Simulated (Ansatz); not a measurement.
**ZrHO+ (septet): the correlation ladder, def2-SVP**

The task here is to estimate one member of a computed series from the others.

Program: Ansatz 0.2.0, Gaussian basis. Level of theory: def2-SVP, core rule «outside noble gas», up to 5 orbitals frozen. These are calculated values, not measurements.

To be run: UHF; CCSD(T) on ROHF; CCSD(T) on UHF; CISD; CCSDT(Q) on ROHF; CCSDT(Q) on UHF.

34 further runs of the same task are left out: 12 for a known fault of the program, 9 that didn't finish, 13 set aside as unsound or not needed.

### The system

The geometry is a PBE0/def2-TZVP stationary point (not a proven minimum) of the parent state, kept for this charge and spin. No spin-orbit coupling is included. Elements past krypton take def2 core potentials.

3 atoms, charge 1, spin multiplicity 7.

Atoms are counted from 1 here; the program's logs count them from 0.

Bond lengths: Zr1–O2 2.620 Å, O2–H3 0.978 Å. Angles: Zr1–O2–H3 103.1°.

Set-up of the first run:

Input file in.yaml:

```yaml
crystal:
  periodic: [false, false, false]
  atoms:
    - {symbol: Zr, position_ang: [0.000000, -0.236551, 1.833008]}
    - {symbol: O, position_ang: [0.000000, -0.352513, -0.784724]}
    - {symbol: H, position_ang: [0.000000, 0.589064, -1.048284]}
basis:
  gaussian: {orbitals: def2-SVP}
total_charge: 1
magnetization: {spin_polarized: true, initial_magnetization: 6}
hamiltonian: {xc: hf}
output: {orbitals: {seedname: orbitals}}
```

Started as:

```console
$ ansatz run in.yaml --threads 1 --pin off --events-out ev --progress --plain --max-ram 2393MiB
```

Steps of the session up to this table: UHF; CCSD(T) on ROHF; CCSD(T) on UHF; CISD; CCSDT(Q) on ROHF; CCSDT(Q) on UHF.

One of the session's tables, all rows but one given; the rest of the session is left out.

```
   method  from RCCSDT(Q) (kJ/mol)
     ROHF                   +432.3
      UHF                        ?
     RMP2                    +71.4
     UMP2                    +61.7
    RCCSD                     +7.5
    UCCSD                     -2.3
 RCCSD(T)                     +1.6
 UCCSD(T)                     -7.9
   RCCSDT                     +0.2
   UCCSDT                     -9.2
RCCSDT(Q)                        0
UCCSDT(Q)                     -9.4
```

Q: Estimate the row for UHF from the others.

As computed: from RCCSDT(Q) (kJ/mol): +401.3. In the column «from RCCSDT(Q) (kJ/mol)» it lies between RMP2 (+71.4) and ROHF (+432.3).

Not comparable, so not listed: CISD (they don't share determinant, frozen orbitals or solution with the rows shown, or repeat one).

To keep in mind: Restricted and unrestricted rows rest on different reference determinants; where their highest levels disagree by more than a few hundredths of an eV, they describe different states and don't form one ladder.
